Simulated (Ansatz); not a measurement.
This script drives Ansatz 0.2.0, Python API.

Script `run_relax.py`:
```python
"""Ionic relaxation of SiN2F6."""

import json

import ansatz
from ase import Atoms
from ase.data import atomic_numbers
from ase.io import write
import numpy as np
import spglib

cell = (
    ansatz.Lattice.of((0.0, 3.802559, 3.802559), (3.802559, 0.0, 3.802559), (3.802559, 3.802559, 0.0))
    .atom("Si", (0.0, 0.0, 0.0))
    .atom("N", (0.75, 0.75, 0.75))
    .atom("N", (0.25, 0.25, 0.25))
    .atom("F", (0.775251, 0.775251, 0.224749))
    .atom("F", (0.224749, 0.775251, 0.224749))
    .atom("F", (0.775251, 0.224749, 0.224749))
    .atom("F", (0.224749, 0.224749, 0.775251))
    .atom("F", (0.775251, 0.224749, 0.775251))
    .atom("F", (0.224749, 0.775251, 0.775251))
)
# a displaced start

calculation = cell.move(4, to=(0.224749, 0.775251, 0.264196)).calculation()
calculation = calculation.functional("PBE")
calculation = calculation.kpoints(3, 3, 3).occupations(ansatz.OccupationsMethod.FIXED)
calculation = calculation.relax(max_steps=100)
calculation = calculation.density()
outcome = calculation.run(threads=1, events_out="events.ndjson")
with open("events.ndjson") as stream:
    events = [json.loads(line) for line in stream]
steps = [e["data"] for e in events if e["event"] == "relax_step"]
report = outcome.report
for s in steps:
    flag = "" if s["accepted"] else "  (rejected)"
    print("step %2d  E = %.5f eV  largest force component = %.4f eV/A%s" % (s["step"], s["lagrangian_ev"], s["allowed_force_max_ev_ang"], flag))

first, last = steps[0], steps[-1]
symbols = [site.symbol for site in outcome.lattice.sites]
print(f"energy gained {first['lagrangian_ev'] - last['lagrangian_ev']:.4f} eV in {len(steps) - 1} steps")

print("relaxed fractional positions")
for site in outcome.lattice.sites:
    print(f"  {site.symbol:2s}", " ".join(f"{v % 1:8.5f}" for v in np.round(site.position_frac, 5)))

relaxed = Atoms(symbols, positions=[site.position_ang for site in outcome.lattice.sites], cell=outcome.lattice.cell_ang, pbc=True)
write("relaxed.extxyz", relaxed, format="extxyz")

fractions = [site.position_frac for site in outcome.lattice.sites]
numbers = [atomic_numbers[s] for s in symbols]
for tolerance in (1e-3, 1e-2, 1e-1):
    print(f"space group at {tolerance} A:", spglib.get_spacegroup((outcome.lattice.cell_ang, fractions, numbers), symprec=tolerance))

print("atom   start x y z (A)              end x y z (A)")
for symbol, a, b in zip(symbols, first["positions_ang"], last["positions_ang"]):
    print(f"{symbol:3s}", " ".join(f"{v:8.4f}" for v in a), "  ", " ".join(f"{v:8.4f}" for v in b))

energy = report["free_energy_ev"]
print("SiN2F6: {:.6f} eV = {:.6f} Ry = {:.6f} Ha".format(energy, energy / 13.605693, energy / 27.211386))
print("Fermi level {:.4f} eV, {} k-points, {} symmetry operations".format(report["fermi_energy_ev"], report["n_kpoints"], report["n_symmetry_ops"]))

rho = outcome.density()
total = sum(ch.density_e_per_ang3 for ch in rho.channels[:2]) if len(rho.channels) < 3 else rho.channels[0].density_e_per_ang3
print("grid", rho.dims, "electrons", round(float(total.mean() * rho.cell_volume_ang3), 4))
print(f"density range {total.min():.4f} to {total.max():.4f} e/A^3")
print(np.array2string(total[:: max(rho.dims[0] // 8, 1), :: max(rho.dims[1] // 8, 1), 0], precision=3, suppress_small=True))
```

It is started by `python run_relax.py`. How long does it take on 1 thread of Arm Neoverse V1, on a shared host, and how much memory does it need?

It took about 60 s, with a peak of 0.45 GiB, for 1 run of the engine.

Running `python run_relax.py` prints:
```text
DeckWarning: basis.ecutwfc = 420 eV, auto-derived from the records' recommended cutoffs: set by Si (normal level)
RunWarning: iter 1: σ=0 fill of 28 bands saw a band overlap (occupied 0.9087 eV > unoccupied 0.5424 eV) — on an unconverged iterate often a transient of an unconverged empty band; one that stands at [...]
step  1  E = -6238.82993 eV  largest force component = 1.5941 eV/A
step  2  E = -6239.02186 eV  largest force component = 0.9311 eV/A
step  3  E = -6239.29476 eV  largest force component = 1.1490 eV/A
step  4  E = -6239.70522 eV  largest force component = 2.6363 eV/A
step  5  E = -6240.44496 eV  largest force component = 4.0476 eV/A
step  6  E = -6241.19079 eV  largest force component = 3.9436 eV/A
step  7  E = -6241.86451 eV  largest force component = 1.9022 eV/A
step  8  E = -6242.68717 eV  largest force component = 1.5430 eV/A
step  9  E = -6243.10324 eV  largest force component = 1.2672 eV/A
step 10  E = -6243.41025 eV  largest force component = 1.1154 eV/A
step 11  E = -6243.53063 eV  largest force component = 1.0567 eV/A
step 12  E = -6243.69591 eV  largest force component = 0.3998 eV/A
step 13  E = -6243.71545 eV  largest force component = 0.1705 eV/A
step 14  E = -6243.71912 eV  largest force component = 0.0350 eV/A
step 15  E = -6243.71917 eV  largest force component = 0.0286 eV/A
step 16  E = -6243.71928 eV  largest force component = 0.0044 eV/A
energy gained 4.8893 eV in 15 steps
relaxed fractional positions
  Si  0.91538  0.08462  0.93507
  N   0.97898  0.65608  0.68561
  N   0.34392  0.02102  0.32067
  F   0.68492  0.82439  0.21055
  F   0.18984  0.81016  0.37401
  F   0.73583  0.26417  0.16858
  F   0.17561  0.31508  0.71986
  F   0.76782  0.23218  0.68286
  F   0.20772  0.79228  0.94224
space group at 0.001 A: Cm (8)
space group at 0.01 A: Cm (8)
space group at 0.1 A: Cm (8)
atom   start x y z (A)              end x y z (A)
Si    0.0000   0.0000   0.0000      0.0749  -0.5687   0.0000
N     5.7038   5.7038   5.7038      5.1018   6.3297   6.2174
N     1.9013   1.9013   1.9013      1.2993   2.5271   1.3877
F     3.8026   3.8026   5.8959      3.9354   3.4051   5.7393
F     3.9526   1.8592   3.8026      4.5029   2.1441   3.8026
F     1.7092   3.8026   3.8026      1.6456   3.4390   3.8026
F     3.8026   3.8026   1.7092      3.9354   3.4051   1.8659
F     3.8026   5.8959   3.8026      3.4795   5.5163   3.8026
F     5.8959   3.8026   3.8026      6.5956   4.3728   3.8026
SiN2F6: -6243.719278 eV = -458.904907 Ry = -229.452453 Ha
Fermi level 2.8410 eV, 10 k-points, 2 symmetry operations
grid (36, 36, 36) electrons 56.0
density range 0.0061 to 13.9267 e/A^3
[[0.354 0.251 0.192 0.075 0.035 0.035 0.05  0.261 0.709]
 [0.291 0.099 0.079 0.032 0.016 0.029 0.372 4.147 2.29 ]
 [0.068 0.041 0.037 0.018 0.012 0.104 2.414 8.463 0.786]
 [0.024 0.041 0.044 0.02  0.015 0.131 0.802 0.513 0.069]
 [0.031 0.063 0.048 0.019 0.015 0.038 0.059 0.027 0.014]
 [0.063 0.071 0.055 0.046 0.047 0.025 0.01  0.01  0.028]
 [0.213 0.163 0.181 0.315 0.224 0.046 0.017 0.043 0.172]
 [0.364 0.238 0.704 1.029 0.26  0.046 0.044 0.142 0.392]
 [0.185 0.228 0.73  0.383 0.078 0.052 0.056 0.127 0.282]]
```
(Warnings from the package without file and line, shortened, repeats left out.)

It writes `relaxed.extxyz`:
```text
9
Lattice="0.0 3.802559 3.802559 3.802559 0.0 3.802559 3.802559 3.802559 0.0" Properties=species:S:1:pos:R:3 pbc="T T T"
Si       0.07487451      -0.56867180       0.00000000
N        5.10184689       6.32970103       6.21741389
N        1.29928789       2.52714203       1.38770411
F        3.93543234       3.40507057       5.73925939
F        4.50289488       2.14406216       3.80255900
F        1.64555615       3.43903606       3.80255900
F        3.93543234       3.40507057       1.86585861
F        3.47951013       5.51628382       3.80255900
F        6.59563640       4.37277711       3.80255900
```

Caveats:
- Total energies depend on the potentials; only differences at equal settings carry meaning. A total without «per atom» is that of the cell as typed.
- Under fixed occupations the level called the Fermi level is the highest filled one on the SCF mesh; off the mesh a filled band can lie a little above it.
- The k-point mesh is coarse, and energy and stress weren't tested for convergence.
- An absolute Fermi energy rests on an arbitrary zero of the periodic potential and has no direct meaning.
- Energies along a relaxation are free energies. A last row that repeats the one before re-solves the same geometry more tightly.
- The cell relaxed to the group Cm; tensors and edges are in the axes of the typed cell.
- Grid values close to the nuclei reflect the PAW or pseudopotential construction, not the all-electron fields.
- This cell is a computed structure, which may not be the phase found in nature.

(Lines on the test bed's own set-up are left out of the output.)
